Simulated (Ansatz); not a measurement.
**BH₆NSn: how energies converge with the basis set**

An exercise on one series of results from a longer session: the logs are not shown, and one member is left open.

Program: Ansatz 0.2.0, Gaussian basis. Level of theory: one geometry, several basis sets. These are calculated values, not measurements.

Plan: PBE0-D4/def2-SVP; ωB97M-V/def2-SVP; PBE0-D4/def2-QZVPP; ωB97M-V/def2-QZVPP; the functionals' def2-TZVPP values are taken from earlier runs.

### The geometry

The geometry comes from an earlier relaxation with PBE0-D4 in a triple-zeta def2 set; it is a stationary point, not always the lowest conformer. Sn takes the def2 core potential; no spin-orbit term is included.

SMILES `N[BH][SnH3]`, 9 atoms, charge 0, spin multiplicity 1.

Atoms are counted from 1 here; the program's logs count them from 0.

Bond lengths: N1–B2 1.383 Å, N1–H4 1.008 Å, N1–H5 1.007 Å, B2–Sn3 2.249 Å, B2–H6 1.197 Å, Sn3–H7 1.712 Å, Sn3–H8 1.712 Å, Sn3–H9 1.719 Å. Angles: B2–N1–H4 122.8°, B2–N1–H5 124.0°, H4–N1–H5 113.2°, N1–B2–Sn3 120.1°, N1–B2–H6 118.1°, Sn3–B2–H6 121.8°, B2–Sn3–H7 112.9°, B2–Sn3–H8 112.8°, B2–Sn3–H9 111.2°, H7–Sn3–H8 106.4°, H7–Sn3–H9 106.6°, H8–Sn3–H9 106.6°.

The first run:

in.yaml reads:

```yaml
crystal:
  periodic: [false, false, false]
  atoms:
    - {symbol: N, position_ang: [-0.620008, 1.189066, -1.100410]}
    - {symbol: B, position_ang: [0.313369, 0.194803, -0.868360]}
    - {symbol: Sn, position_ang: [0.324661, -0.905113, 1.093672]}
    - {symbol: H, position_ang: [-0.661808, 1.706994, -1.964178]}
    - {symbol: H, position_ang: [-1.320916, 1.469830, -0.434569]}
    - {symbol: H, position_ang: [1.100231, -0.054074, -1.735472]}
    - {symbol: H, position_ang: [1.805531, -0.745185, 1.936838]}
    - {symbol: H, position_ang: [0.051704, -2.585265, 0.913568]}
    - {symbol: H, position_ang: [-0.904264, -0.317557, 2.141911]}
basis:
  gaussian: {orbitals: def2-SVP}
hamiltonian: {xc: pbe0, dispersion: d4}
output: {orbitals: {seedname: orbitals}}
```

Run with:

```bash
$ ansatz run in.yaml --threads 2 --pin off --events-out ev --progress --plain --max-ram 4352MiB
```

Steps of the session up to this table: PBE0-D4 in def2-SVP; ωB97M-V in def2-SVP; PBE0-D4 in def2-QZVPP; ωB97M-V in def2-QZVPP.

One table of the session follows, with a row left open; its other results are not shown here.

It belongs to the step «Functionals by basis». 

| functional | basis | HOMO (eV) |
| --- | --- | --- |
| PBE0-D4 | def2-SVP | -7.41 |
| PBE0-D4 | def2-TZVPP | ? |
| PBE0-D4 | def2-QZVPP | -7.51 |
| ωB97M-V | def2-SVP | -9.48 |
| ωB97M-V | def2-TZVPP | -9.60 |
| ωB97M-V | def2-QZVPP | -9.62 |

**Question.** Estimate the row for PBE0-D4, def2-TZVPP.

As computed: HOMO (eV): -7.50. In the column «HOMO (eV)» it lies between PBE0-D4, def2-QZVPP (-7.51) and PBE0-D4, def2-SVP (-7.41).
